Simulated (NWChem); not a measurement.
# CdF2 (SMILES [F][Cd][F]) at KT1 (NWChem form)/6-31G(d,p)/LANL2DZ (core potential, spherical functions)

Aim: the energy change on altering one bond length of CdF2 at KT1 (NWChem form)/6-31G**/LANL2DZ (core potential, spherical functions), from 2 runs. 

Program for the calculation: NWChem 7.3.0.

## 1. The molecule

CdF2 has 3 atoms, charge 0, and is taken as a singlet. As SMILES, `[F][Cd][F]`. Geometry: a GFN1-xTB relaxation, a rough one for these elements and not checked as a minimum.

Bond lengths: Cd1–F2 1.843 Å, Cd1–F3 1.842 Å. Angles: F2–Cd1–F3 178.8°.

## 2. Energy and gradient at KT1 (NWChem form)/6-31G(d,p)/LANL2DZ (core potential, spherical functions)

Input file cdf2.nw:

```
start cdf2
memory 2200 mb
geometry noautosym nocenter noautoz
 Cd   -0.011520   -0.006620   -0.000540
 F    -0.010940   -0.017380    1.842440
 F     0.022460    0.024010   -1.841900
end
basis spherical bse
 * library 6-31G** except Cd
 Cd library LANL2DZ
end
ecp bse
 Cd library LANL2DZ
end
dft
 xc kt1
 mult 1
 grid fine
 direct
 iterations 200
 print medium
end
task dft gradient
```

Command:

```bash
$ nwchem cdf2.nw > cdf2.out
```

Log:

```text
[...]
          Wavefunction type:  closed shell.
          No. of atoms     :     3
          No. of electrons :    30
[...]
          Charge           :     0
          Spin multiplicity:     1
[...]
          AO basis - number of functions:    46
[...]
              XC Information
              --------------
                        Slater Exchange Functional  1.000 local
                           KT1 gradient correction  1.000 non-local
            Perdew 1991 LDA Correlation Functional  1.000 local
[...]
 d= 0,ls=0.0,diis     1   -249.7099573883 -3.23D+02  4.28D-02  1.11D+00     0.5
[...]
 d= 0,ls=0.0,diis     9   -249.8559701996 -1.34D-07  2.45D-06  1.44D-08     2.5
         Total DFT energy =     -249.855970199554
      One electron energy =     -513.054666871465
           Coulomb energy =      219.238611968636
    Exchange-Corr. energy =      -29.710173544124
 Nuclear repulsion energy =       73.670258247398
[...]
  wavefunction    = closed shell
                         DFT ENERGY GRADIENTS
    atom               coordinates                        gradient
                 x          y          z           x          y          z
   1 Cd     -0.021770  -0.012510  -0.001020    0.000199   0.000119  -0.000739
   2 F      -0.020674  -0.032843   3.481707    0.000285   0.000415  -0.041648
   3 F       0.042443   0.045372  -3.480686   -0.000484  -0.000534   0.042387
[...]
```

Run time: 3.6 s. Hardware: 1 thread of Intel Xeon 6975P-C (Granite Rapids), shared host; peak memory 0.11 GiB.

## 3. The distorted shape, same level

Input file cdf2.nw:

```
start cdf2
memory stack 880 mb heap 220 mb global 1100 mb
charge 0

geometry units bohr noautosym nocenter noautoz
  Cd   0.01711714   0.02608389   0.00990216
  F   -0.08179302  -0.03229920   3.48828703
  F    0.06963830  -0.02428865  -3.51468650
end

basis spherical bse
  Cd library LANL2DZ
  F library 6-31G**
end

ecp bse
  Cd library LANL2DZ
end

dft
  xc kt1
  grid fine
  direct
  iterations 200
end

task dft gradient
```

Command:

```bash
$ nwchem cdf2.nw > cdf2.out
```

Log:

```text
[...]
          Wavefunction type:  closed shell.
          No. of atoms     :     3
          No. of electrons :    30
[...]
          Charge           :     0
          Spin multiplicity:     1
[...]
          AO basis - number of functions:    46
[...]
              XC Information
              --------------
                        Slater Exchange Functional  1.000 local
                           KT1 gradient correction  1.000 non-local
            Perdew 1991 LDA Correlation Functional  1.000 local
[...]
 d= 0,ls=0.0,diis     1   -249.7094916183 -3.23D+02  4.37D-02  1.12D+00     0.4
[...]
 d= 0,ls=0.0,diis     9   -249.8573978255 -9.18D-07  3.55D-06  7.98D-08     2.4
         Total DFT energy =     -249.857397825492
      One electron energy =     -512.186787320911
           Coulomb energy =      218.801930113427
    Exchange-Corr. energy =      -29.703669788963
 Nuclear repulsion energy =       73.231129170955
[...]
  wavefunction    = closed shell
                         DFT ENERGY GRADIENTS
    atom               coordinates                        gradient
                 x          y          z           x          y          z
   1 Cd      0.017117   0.026084   0.009902   -0.000396  -0.000164   0.015385
   2 F      -0.081793  -0.032299   3.488287    0.001012   0.000242  -0.042923
   3 F       0.069638  -0.024289  -3.514687   -0.000616  -0.000079   0.027537
[...]
```

Run time: 3.6 s. Hardware: 1 thread of Intel Xeon 6975P-C (Granite Rapids), shared host; peak memory 0.11 GiB.

## 4. Results

At KT1 (NWChem form)/6-31G**/LANL2DZ (core potential, spherical functions):

| quantity | value |
| --- | --- |
| first shape: total energy | -249.85597 Eh |
| first shape: dipole moment | 0.07 D |
| first shape: HOMO energy | -7.44 eV |
| first shape: LUMO energy | -2.52 eV |
| first shape: HOMO–LUMO gap | 4.92 eV |
| first shape: largest force on an atom | 2.180 eV/Å |
| distorted shape: total energy | -249.85740 Eh |
| distorted shape: dipole moment | 0.14 D |
| distorted shape: HOMO energy | -7.42 eV |
| distorted shape: LUMO energy | -2.59 eV |
| distorted shape: HOMO–LUMO gap | 4.83 eV |
| distorted shape: largest force on an atom | 2.208 eV/Å |
| energy change with the Cd1–F3 bond stretched from 1.842 to 1.866 Å | -0.039 eV |

**Reading.** With the Cd1–F3 bond stretched from 1.842 to 1.866 Å the energy falls by 0.04 eV (0.9 kcal/mol). The first shape isn't relaxed at this level, so the change isn't measured from a minimum. The largest force (first shape) is 2.18 eV/Å: the shape isn't a stationary point for this species at this level.
